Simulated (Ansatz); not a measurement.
# Ta2Si: the cost of one run

Computed with Ansatz 0.2.0 (DFT LDA, scalar-relativistic, plane waves, PAW).

2 further runs of the same task are left out: 2 set aside as unsound or not needed.

**1. The starting structure**

It takes space group I4/mcm (No. 140, tetragonal). The conventional cell has a = 6.193 Å, b = 6.193 Å, c = 5.083 Å, α = 90.00°, β = 90.00°, γ = 90.00°. Around Ta (site symmetry m2m) lie 4 Si at 2.64 Å and 3 Ta at 2.86 to 2.96 Å. Si (site symmetry 422) is surrounded by 2 Si at 2.54 Å and 8 Ta at 2.64 Å.

Structure file:

```cif
data_structure
_symmetry_space_group_name_H-M 'I4/mcm'
_symmetry_Int_Tables_number 140
_cell_length_a 6.1927
_cell_length_b 6.1927
_cell_length_c 5.0825
_cell_angle_alpha 90.000
_cell_angle_beta 90.000
_cell_angle_gamma 90.000
_cell_volume 194.91
loop_
_atom_site_label
_atom_site_type_symbol
_atom_site_symmetry_multiplicity
_atom_site_Wyckoff_symbol
_atom_site_fract_x
_atom_site_fract_y
_atom_site_fract_z
_atom_site_occupancy
Ta1 Ta 8 h 0.33668 0.16332 0.50000 1
Si1 Si 4 a 0.00000 0.00000 0.25000 1
```

It goes back to an entry of the Materials Project, which need not be the stable form.

This cell was relaxed beforehand with the same method: volume 16.24 Å³/atom, gap on the mesh none (metal).

**2. Relaxing with LDA**

Input file input.yaml:

```yaml
crystal:
  lattice:
    - [-3.096329768, 3.096329768, 2.5412555492]
    - [3.096329768, -3.096329768, 2.5412555492]
    - [3.096329768, 3.096329768, -2.5412555492]
  atoms:
    - { symbol: Ta, position: [0.6633159261, 0.8366840739, 0.5] }
    - { symbol: Ta, position: [0.8366840739, 0.3366840739, 0.1733681477] }
    - { symbol: Ta, position: [0.3366840739, 0.1633159261, 0.5] }
    - { symbol: Ta, position: [0.1633159261, 0.6633159261, 0.8266318523] }
    - { symbol: Si, position: [0.25, 0.25, 0.0] }
    - { symbol: Si, position: [0.75, 0.75, 0.0] }
basis:
  ecutwfc: 420
kpoints:
  mp_grid: { grid: [10, 10, 10] }
hamiltonian:
  xc: lda
scf:
  occupations: { method: gaussian, width: 0.1 }
output:
  forces: true
  stress: true
  eigenvalues: true
relax:
  adjacent_minimum: "off"
  f_tol: 0.005
  max_steps: 50
  cell: { stress_tol: 0.05 }
```

Run with:

```console
> ansatz run input.yaml --threads 1 --pin off --max-ram 2560MiB --backend cpu --events-out ev --progress --plain --runs-dir out
```

**Question.** How long does this run take on 1 thread of Intel Xeon Platinum 8375C at 2.90GHz (Ice Lake), shared host, and how much memory does it need?

About 2.4 min, with a peak of 0.59 GiB.
